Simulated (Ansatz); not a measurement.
# Al: the cost of one run

Computed with Ansatz 0.2.0 (DFT PBE, scalar-relativistic, plane waves, PAW, unless a step's input says otherwise).

### Step 1. The system as given

It takes space group Fm-3m (No. 225, cubic). Conventional cell: a = 4.048 Å, b = 4.048 Å, c = 4.048 Å, α = 90.00°, β = 90.00°, γ = 90.00°. Al (site symmetry m-3m) has 12 Al at 2.86 Å as nearest neighbours.

Coordinates:

```
CELL_PARAMETERS angstrom
0.00000 -2.02398 -2.02398
-2.02398 0.00000 -2.02398
2.02398 2.02398 -4.04796
ATOMIC_POSITIONS crystal
Al 0.50000 0.50000 0.50000
Al 0.00000 0.00000 0.00000
```

No relaxation comes first: the listed cell is the starting point.

### Step 2. The undisturbed cell

input.yaml

```yaml
crystal:
  lattice:
    - [0.0, -2.02398, -2.02398]
    - [-2.02398, 0.0, -2.02398]
    - [2.02398, 2.02398, -4.04796]
  atoms:
    - { symbol: Al, position: [0.5, 0.5, 0.5] }
    - { symbol: Al, position: [0.0, 0.0, 0.0] }
basis:
  ecutwfc: 420
kpoints:
  mp_grid: { grid: [18, 18, 20] }
hamiltonian:
  xc: pbe
scf:
  occupations: { method: gaussian, width: 0.15 }
output:
  forces: true
  stress: true
  eigenvalues: true
```

Command:

```
> ansatz run input.yaml --threads 2 --pin off --max-ram 5120MiB --backend cpu --events-out ev --progress --plain --runs-dir out
```

**Question.** How long does this run take on 2 threads of Intel Xeon at 2.50GHz (Skylake/Cascade Lake), shared host, and how much memory does it need?

About 28 s, with a peak of 0.73 GiB.
